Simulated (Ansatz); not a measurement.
# AlClH₅NSi: one species, many methods

An exercise on one series of results from a longer session: the logs are not shown, and one member is left open.

The runs use Ansatz 0.2.0, Gaussian basis; functionals in def2-TZVPP, the program's frozen cores in correlated methods.

Levels to be run: LDA (SPW92), PBE-D4, revPBE-D4, BLYP-D4, r2SCAN-D4, B97M-V, PBE0-D4, B3LYP-D4, r2SCANh-D4, r2SCAN0-D4, HSE06-D4, BHLYP-D4, CAM-B3LYP-D4, LC-ωPBE, ωB97X-V, ωB97M-V, B2PLYP, PBE-QIDH; CCSD(T)/def2-SVP; CCSD(T)/def2-TZVPP; MP2/def2-QZVPP; extrapolation to the limit; RPA on PBE.

### The relaxed structure

All runs share one geometry, relaxed beforehand with PBE0-D4 in a triple-zeta def2 set.

9 atoms, charge 0, spin multiplicity 1.

Atoms are counted from 1 here; the program's logs count them from 0.

Bond lengths: Si1–N2 1.731 Å, Si1–H5 1.489 Å, Si1–H6 1.489 Å, Si1–H7 1.482 Å, N2–Al3 1.771 Å, N2–H8 1.013 Å, Al3–Cl4 2.093 Å, Al3–H9 1.571 Å. Angles: N2–Si1–H5 111.4°, N2–Si1–H6 111.5°, N2–Si1–H7 107.9°, H5–Si1–H6 107.3°, H5–Si1–H7 109.4°, H6–Si1–H7 109.4°, Si1–N2–Al3 132.0°, Si1–N2–H8 113.8°, Al3–N2–H8 114.2°, N2–Al3–Cl4 118.8°, N2–Al3–H9 120.8°, Cl4–Al3–H9 120.4°.

Coordinates:

```xyz
9

Si   -0.1593    0.7796   -1.1793
N    -0.2069   -0.6133   -0.1519
Al    0.2770   -0.8589    1.5338
Cl    1.0719    0.7559    2.6014
H     0.6837    0.5394   -2.3833
H    -1.5198    1.1494   -1.6590
H     0.4087    1.9041   -0.3981
H    -0.5821   -1.4404   -0.6012
H     0.1154   -2.2620    2.2205
```

Set-up of the first run:

Contents of in.yaml:

```yaml
crystal:
  periodic: [false, false, false]
  atoms:
    - {symbol: Si, position_ang: [-0.159316, 0.779592, -1.179306]}
    - {symbol: N, position_ang: [-0.206874, -0.613268, -0.151885]}
    - {symbol: Al, position_ang: [0.277014, -0.858869, 1.533774]}
    - {symbol: Cl, position_ang: [1.071887, 0.755942, 2.601440]}
    - {symbol: H, position_ang: [0.683651, 0.539398, -2.383314]}
    - {symbol: H, position_ang: [-1.519850, 1.149380, -1.659031]}
    - {symbol: H, position_ang: [0.408738, 1.904100, -0.398075]}
    - {symbol: H, position_ang: [-0.582070, -1.440447, -0.601164]}
    - {symbol: H, position_ang: [0.115419, -2.262027, 2.220462]}
basis:
  gaussian: {orbitals: def2-TZVPP}
hamiltonian: {xc: lda}
output: {orbitals: {seedname: orbitals}}
```

Run with:

```console
ansatz run in.yaml --threads 2 --pin off --events-out ev --progress --plain --max-ram 4352MiB
```

Steps of the session up to this table: LDA; PBE-D4 (GGA); revPBE-D4 (GGA); BLYP-D4 (GGA); r2SCAN-D4 (meta-GGA); B97M-V (meta-GGA); B3LYP-D4 (hybrid); r2SCANh-D4 (hybrid); r2SCAN0-D4 (hybrid); HSE06-D4 (hybrid); BHLYP-D4 (hybrid); CAM-B3LYP-D4 (range-separated); LC-ωPBE (range-separated); ωB97X-V (range-separated); ωB97M-V (range-separated); B2PLYP (double hybrid); PBE-QIDH (double hybrid).

One of the session's tables, all rows but one given; the rest of the session is left out.

It belongs to the step «Frontier levels by functional». 

```
  functional  HOMO (eV)  gap (eV)
 LDA (SPW92)      -6.74      4.98
      PBE-D4          ?         ?
   revPBE-D4      -6.56      5.15
     BLYP-D4      -6.48      5.09
   r2SCAN-D4      -6.91      5.74
      B97M-V      -7.01      5.63
     PBE0-D4      -7.92      7.17
    B3LYP-D4      -7.69      6.74
  r2SCANh-D4      -7.40      6.48
  r2SCAN0-D4      -8.13      7.59
    HSE06-D4      -7.52      6.40
    BHLYP-D4      -9.14      9.17
CAM-B3LYP-D4      -9.30      9.48
     LC-ωPBE     -10.70     11.96
     ωB97X-V     -10.33     11.48
     ωB97M-V     -10.21     11.07
```

Estimate the missing values for PBE-D4.

**Answer.** HOMO (eV): -6.61; gap (eV): 5.09. In the column «HOMO (eV)» it lies between LDA (SPW92) (-6.74) and revPBE-D4 (-6.56).
